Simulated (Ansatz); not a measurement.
# GaH3O: the cost of one run

Computed with Ansatz 0.2.0, Gaussian basis. Level: PBE0-D4/def2-TZVP structures, single points in def2-TZVPP, no counterpoise correction.

Levels: SPW92, PBE-D4, BLYP-D4, r2SCAN-D4, B97M-V, PBE0-D4, B3LYP-D4, r2SCAN0-D4, BHLYP-D4, CAM-B3LYP-D4, wB97X-V, wB97M-V, B2PLYP, PBE-QIDH, RPA on PBE, Hartree-Fock, MP2, CCSD, CCSD(T).

Correlated methods freeze the cores. Filled d shells of the heavier atoms are correlated. B3LYP uses VWN-RPA correlation. B2PLYP carries no dispersion term here.

56 further runs of the same task are left out: 56 set aside as unsound or not needed.

## 1. The system as given

The complex: 11 atoms, charge 0, spin multiplicity 1.

Atoms are counted from 1 here; the program's logs count them from 0.

Bond lengths: Ga1–O2 2.220 Å, Ga1–C4 2.014 Å, Ga1–H6 1.572 Å, Ga1–H7 1.577 Å, O2–C3 1.471 Å, O2–H5 0.961 Å, C3–C4 1.512 Å, C3–H8 1.090 Å, C3–H9 1.093 Å, C4–H10 1.090 Å, C4–H11 1.091 Å. Angles: O2–Ga1–C4 69.0°, O2–Ga1–H6 105.3°, O2–Ga1–H7 103.1°, C4–Ga1–H6 120.1°, C4–Ga1–H7 118.8°, H6–Ga1–H7 120.4°, Ga1–O2–C3 87.6°, Ga1–O2–H5 112.1°, C3–O2–H5 109.7°, O2–C3–C4 107.5°, O2–C3–H8 104.8°, O2–C3–H9 108.2°, C4–C3–H8 112.4°, C4–C3–H9 115.2°, H8–C3–H9 108.2°, Ga1–C4–C3 94.4°, Ga1–C4–H10 115.6°, Ga1–C4–H11 112.2° and more.

As a file:

```xyz
11

Ga   -1.4164    0.5459   -0.0166
O    -0.0619   -0.8522   -1.0834
C     0.9061   -0.6445    0.0041
C     0.4024    0.5053    0.8469
H     0.2805   -0.4740   -1.8979
H    -2.5766   -0.3516    0.5479
H    -1.7175    1.6509   -1.1013
H     0.9163   -1.5874    0.5515
H     1.8934   -0.4980   -0.4412
H     0.4129    0.2791    1.9127
H     0.9609    1.4269    0.6771
```

Its parts: GaH3O holds atoms 1, 2, 5, 6, 7; C2H4 holds atoms 3, 4, 8, 9, 10, 11. Each part counts its atoms afresh in its own runs.

## 2. Relaxing GaH3O alone

relax-a/in.yaml

```yaml
crystal:
  periodic: [false, false, false]
  atoms:
    - {symbol: Ga, position_ang: [-1.416377, 0.545914, -0.016587]}
    - {symbol: O, position_ang: [-0.061907, -0.852246, -1.083356]}
    - {symbol: H, position_ang: [0.280496, -0.474032, -1.897863]}
    - {symbol: H, position_ang: [-2.576606, -0.351600, 0.547860]}
    - {symbol: H, position_ang: [-1.717525, 1.650865, -1.101253]}
basis:
  gaussian: {orbitals: def2-TZVP}
hamiltonian: {xc: pbe0, dispersion: d4}
relax: {f_tol: 0.005, max_steps: 200}
```

The run is started by

```bash
ansatz run in.yaml --threads 4 --pin off --events-out ev --progress --plain --max-ram 9574MiB
```

**Question.** How long does this run take on 4 threads of Arm Neoverse V1, shared host?

About 6.5 s.
